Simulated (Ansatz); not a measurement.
# Ge2Sb2Te5: the cost of one run

Computed with Ansatz 0.2.0 (DFT PBEsol, scalar-relativistic, plane waves, PAW, unless a step's input says otherwise).

## Step 1: The structure to begin with

Symmetry: P-3m1, No. 164, trigonal system. Conventional cell: a = 4.220 Å, b = 4.220 Å, c = 17.200 Å, α = 90.00°, β = 90.00°, γ = 120.00°. Around Te (site symmetry -3m) lie 6 Sb at 3.03 Å. Around Sb (site symmetry 3m) lie 6 Te at 3.03 Å. Te (site symmetry 3m) has 3 Sb at 3.03 Å and 3 Ge at 3.03 Å as nearest neighbours. Ge (site symmetry 3m) has 6 Te at 3.03 Å as nearest neighbours. Te (site symmetry 3m) is surrounded by 3 Ge at 3.03 Å.

Coordinates:

```
Te Sb Ge
1.0
     4.22000    0.00000    0.00000
    -2.11000    3.65463    0.00000
     0.00000    0.00000   17.20000
Te Sb Ge
5 2 2
Cartesian
  0.0000 0.0000 0.0000
  2.1100 1.2182 3.6125
  0.0000 2.4364 7.2250
  2.1100 1.2182 9.9750
  0.0000 2.4364 13.5875
  0.0000 2.4364 1.8063
  2.1100 1.2182 15.3937
  0.0000 0.0000 5.4188
  0.0000 0.0000 11.7812
```

## Step 2: Relaxing cell and atoms: Ge2Sb2Te5, no spin

The input, input.yaml:

```yaml
crystal:
  lattice:
    - [4.22, 0.0, 0.0]
    - [-2.11, 3.654627204, 0.0]
    - [0.0, 0.0, 17.2]
  atoms:
    - { symbol: Te, position: [0.0, 0.0, 0.0] }
    - { symbol: Sb, position: [0.3333333333, 0.6666666667, 0.1050145349] }
    - { symbol: Te, position: [0.6666666667, 0.3333333333, 0.2100290698] }
    - { symbol: Ge, position: [0.0, 0.0, 0.3150436047] }
    - { symbol: Te, position: [0.3333333333, 0.6666666667, 0.4200581395] }
    - { symbol: Te, position: [0.6666666667, 0.3333333333, 0.5799418605] }
    - { symbol: Ge, position: [0.0, 0.0, 0.6849563953] }
    - { symbol: Te, position: [0.3333333333, 0.6666666667, 0.7899709302] }
    - { symbol: Sb, position: [0.6666666667, 0.3333333333, 0.8949854651] }
scf:
  occupations: { method: gaussian, width: 0.03 }
output:
  forces: true
  stress: true
  eigenvalues: true
hamiltonian:
  xc: pbesol
kpoints:
  mp_grid: { grid: [10, 10, 2] }
relax:
  f_tol: 0.005
  max_steps: 80
  cell: { stress_tol: 0.05 }
```

Command:

```console
$ ansatz run input.yaml --threads 4 --pin off --max-ram 8192MiB --backend cpu --events-out ev --progress --plain --runs-dir out
```

Q: Estimate wall time and peak memory on 4 threads of AMD EPYC 7R43 (Zen 3), shared host.

About 77 s, with a peak of 1.1 GiB.
